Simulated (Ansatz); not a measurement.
# RbBiO₃, space group Pm-3m: a charge-density difference against the sublattices

With Ansatz 0.2.0, Python API.

At the Python prompt:
```pycon
>>> import ansatz as az
>>> import numpy as np
>>> vectors0 = np.array([
...     [4.259822, 0.0, 0.0],
...     [0.0, 4.259822, 0.0],
...     [0.0, 0.0, 4.259822],
... ])
>>> sites = [
...     ("Rb", (0.0, 0.0, 0.0)),
...     ("Bi", (0.5, 0.5, 0.5)),
...     ("O", (0.5, 0.5, 0.0)),
...     ("O", (0.5, 0.0, 0.5)),
...     ("O", (0.0, 0.5, 0.5)),
... ]
>>> def on_lattice(cell):
...     crystal = az.Crystal(lattice=az.Lattice.of(cell))
...     for symbol, position in sites:
...         crystal = crystal.atom(symbol, position)
...     return crystal
...
>>> # same cell, cutoff and mesh for the crystal and its parts
>>> def solve(crystal):
...     return (
...         crystal.calculation()
...         .functional("pbesol", dispersion="d4")
...         .occupations("fermi_dirac")
...         .scf(tolerance=1e-09)
...         .basis(460, grid_basis="typed")
...         .kpoints(6, 6, 6)
...         .density()
...         .run(threads=1)
...     )
...
>>> whole = solve(on_lattice(vectors0))
>>> difference = whole.density().channels[0].density_e_per_ang3.copy()
>>> binding = whole.report["free_energy_ev"]
>>> for element in ["Rb", "Bi", "O"]:
...     part = az.Crystal(lattice=az.Lattice.of(vectors0))
...     for symbol, position in sites:
...         if symbol == element:
...             part = part.atom(symbol, position)
...     alone = solve(part)
...     difference -= alone.density().channels[0].density_e_per_ang3
...     binding -= alone.report["free_energy_ev"]
...     print(f"{element} sublattice: {alone.report['n_electrons']:g} electrons, {alone.report['n_iterations']} iterations")
...
Rb sublattice: 9 electrons, 6 iterations
Bi sublattice: 15 electrons, 7 iterations
O sublattice: 18 electrons, 7 iterations
>>> voxel = abs(np.linalg.det(vectors0)) / difference.size
>>> print(f"energy of the crystal less its unpolarised sublattices: {binding / len(sites):.4f} eV/atom")
energy of the crystal less its unpolarised sublattices: -4.0410 eV/atom
>>> print(f"net charge of the difference {difference.sum() * voxel:.5f} e, charge rearranged {0.5 * np.abs(difference).sum() * voxel:.3f} e")
net charge of the difference -0.00000 e, charge rearranged 1.273 e
>>> print(f"extremes {difference.min():.4f} and {difference.max():.4f} e/A^3")
extremes -0.3409 and 0.3519 e/A^3
>>> for (symbol, position) in sites:
...     index = tuple(int(round(p * n)) % n for p, n in zip(position, difference.shape))
...     print(f"  change of the pseudo-density at the grid point nearest {symbol}: {difference[index]:+.4f} e/A^3")
...
  change of the pseudo-density at the grid point nearest Rb: -0.0254 e/A^3
  change of the pseudo-density at the grid point nearest Bi: +0.1082 e/A^3
  change of the pseudo-density at the grid point nearest O: +0.0112 e/A^3
  change of the pseudo-density at the grid point nearest O: +0.0112 e/A^3
  change of the pseudo-density at the grid point nearest O: +0.0112 e/A^3
```

The cell holds an odd number of electrons and is run without spin, so a magnetic state may lie lower. Dispersion corrections can be off by several per cent in the lattices of metals, and by several GPa in the pressure at a fixed cell. For a metal this k-point mesh is coarse: on a finer one energies can move by several to tens of meV an atom and pressures by half a GPa or more, differences at one mesh by less. Spin-orbit coupling, which matters for elements this heavy, is left out. The fields are valence quantities on the plane-wave grid; their values near the nuclei depend on the potentials. The structure comes from a database of computed cells and needn't be a stable or known phase. Charge moved counts every rearrangement, bonding and polarisation too, and is no transfer between atoms; the bare sublattices are artificial references. Values near the nuclei depend on the potentials. Run time: 12 s on 1 thread of Arm Neoverse N1, on a shared host, peak memory 0.41 GiB.
